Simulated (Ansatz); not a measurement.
Predict the output of the script below (the Python package of Ansatz (0.2.0)).

`drho.py`
```python
# -*- coding: utf-8 -*-
"""Density of TiCd less that of its sublattices."""

import warnings

import ansatz as az
import numpy as np

vectors0 = np.array([
    [2.904, 0.0, 0.0],
    [0.0, 2.904, 0.0],
    [0.0, 0.0, 8.954],
])
sites = [
    ("Ti", [0.0, 0.5, 0.608]),
    ("Ti", [0.5, 0.0, 0.392]),
    ("Cd", [0.0, 0.5, 0.13]),
    ("Cd", [0.5, 0.0, 0.87]),
]


def make_crystal(cell):
    crystal = az.Crystal(lattice=az.Lattice.of(cell))
    for symbol, position in sites:
        crystal = crystal.atom(symbol, position)
    return crystal

warnings.simplefilter("ignore", az.DeckWarning)

# same cell, cutoff and mesh for the crystal and its parts
def solve(crystal):
    return (
        crystal.calculation()
        .functional("LDA")
        .occupations(az.OccupationsMethod.COLD)  # smearing steadies the SCF of a metal
        .eigensolver("davidson", full_accuracy=True)
        .scf(lower_state_search="off")
        .basis(460, grid_basis="typed")  # cutoff of the orbital basis
        .kpoints(8, 8, 3)
        .density()  # keep the density on its grid
        .run(threads=1)
    )


whole = solve(make_crystal(vectors0))
difference = whole.density().channels[0].density_e_per_ang3.copy()
binding = whole.report["free_energy_ev"]
for element in ["Ti", "Cd"]:
    part = az.Crystal(lattice=az.Lattice.of(vectors0))
    for symbol, position in sites:
        if symbol == element:
            part = part.atom(symbol, position)
    alone = solve(part)
    difference -= alone.density().channels[0].density_e_per_ang3
    binding -= alone.report["free_energy_ev"]
    print(f"{element} sublattice: {alone.report['n_electrons']:g} electrons, {alone.report['n_iterations']} iterations")

voxel = abs(np.linalg.det(vectors0)) / difference.size
print(f"energy of the crystal less its unpolarised sublattices: {binding / len(sites):.4f} eV/atom")
print(f"net charge of the difference {difference.sum() * voxel:.5f} e, charge rearranged {0.5 * np.abs(difference).sum() * voxel:.3f} e")
print(f"extremes {difference.min():.4f} and {difference.max():.4f} e/A^3")
for (symbol, position) in sites:
    index = tuple(int(round(p * n)) % n for p, n in zip(position, difference.shape))
    print(f"  change of the pseudo-density at the grid point nearest {symbol}: {difference[index]:+.4f} e/A^3")
```

Output of `python drho.py`:
```text
Ti sublattice: 24 electrons, 8 iterations
Cd sublattice: 40 electrons, 6 iterations
energy of the crystal less its unpolarised sublattices: -0.7845 eV/atom
net charge of the difference 0.00000 e, charge rearranged 0.378 e
extremes -0.0599 and 0.0696 e/A^3
  change of the pseudo-density at the grid point nearest Ti: -0.0339 e/A^3
  change of the pseudo-density at the grid point nearest Ti: -0.0339 e/A^3
  change of the pseudo-density at the grid point nearest Cd: -0.0534 e/A^3
  change of the pseudo-density at the grid point nearest Cd: -0.0534 e/A^3
```

Reading the output:
- These settings explore the input space; cutoff and mesh may be short of convergence.
- No spin polarisation was allowed.
- For a metal this k-point mesh is coarse: on a finer one energies can move by several to tens of meV an atom and pressures by half a GPa or more, differences at one mesh by less.
- The fields are valence quantities on the plane-wave grid; their values near the nuclei depend on the potentials.
- The starting cell is as deposited in a crystallographic database; the results hold for this polymorph, which needn't be the stable one.
- Charge moved counts every rearrangement, bonding and polarisation too, and is no transfer between atoms; the bare sublattices are artificial references. Values near the nuclei depend on the potentials.
- Wall time of the script: 30 s on 1 thread of Arm Neoverse V1 (shared host), peak memory 0.42 GiB.
